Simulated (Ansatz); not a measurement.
# BrCl2HZn: a nudged elastic band in two tries

Wanted: a band of images between two relaxed ends, and a check that the input is sound.

Program: Ansatz 0.2.0. Level of theory: RKS PBE/def2-SVP. These are calculated values, not measurements.

## 1. The system as given

Bond lengths: Zn1–Cl2 2.174 Å, Zn1–Cl3 2.116 Å, Zn1–Br4 2.792 Å, Br4–H5 1.473 Å. Angles: Cl2–Zn1–Cl3 158.3°, Cl2–Zn1–Br4 86.9°, Cl3–Zn1–Br4 114.8°, Zn1–Br4–H5 66.4°.

As a file:

```xyz
5

Zn   -0.0961    0.0000    0.1167
Cl    0.4308    0.0000    2.2261
Cl    0.1867    0.0000   -1.9803
Br   -2.7641    0.0000    0.9391
H    -1.8030    0.0000    2.0551
```

## 2. First try

File input.yaml:

```yaml
crystal:
  periodic: [false, false, false]
  atoms:
    - { symbol: Zn, position_ang: [-0.096079, 0.0, 0.116746] }
    - { symbol: Cl, position_ang: [0.43076, 0.0, 2.226126] }
    - { symbol: Cl, position_ang: [0.186697, 0.0, -1.980334] }
    - { symbol: Br, position_ang: [-2.764114, 0.0, 0.939113] }
    - { symbol: H, position_ang: [-1.802965, 0.0, 2.055148] }
basis:
  gaussian: { orbitals: def2-SVP }
hamiltonian:
  xc: pbe
neb:
  order_check: false
  images: 7
  f_tol: 0.05
  max_iterations: 8
  final_atoms:
    - { symbol: Zn, position_ang: [-0.8634902, -2.87e-05, -0.2296196] }
    - { symbol: Cl, position_ang: [0.23293131, -2.779e-05, 2.20649726] }
    - { symbol: Cl, position_ang: [0.60052223, 2.834e-05, -1.7624234] }
    - { symbol: Br, position_ang: [-2.93700612, -5.688e-05, 0.75373094] }
    - { symbol: H, position_ang: [-1.07865821, 8.503e-05, 2.38861378] }
  initial_path: idpp
  relax_end_points: true
```

The run is started by

```sh
$ ansatz run input.yaml --threads 2 --pin off --max-ram 3072MiB --backend cpu --events-out ev --progress --plain --runs-dir out
```

Before running it: what results should come out? Wanted: first try.

The runs gave:

```
 quantity                                                                 value
first try                                                               refused
    cause  relaxing the ends inside the band is not offered in a Gaussian basis
```

**Reading.** The fault in the first input was caught at the input check and cost nothing.
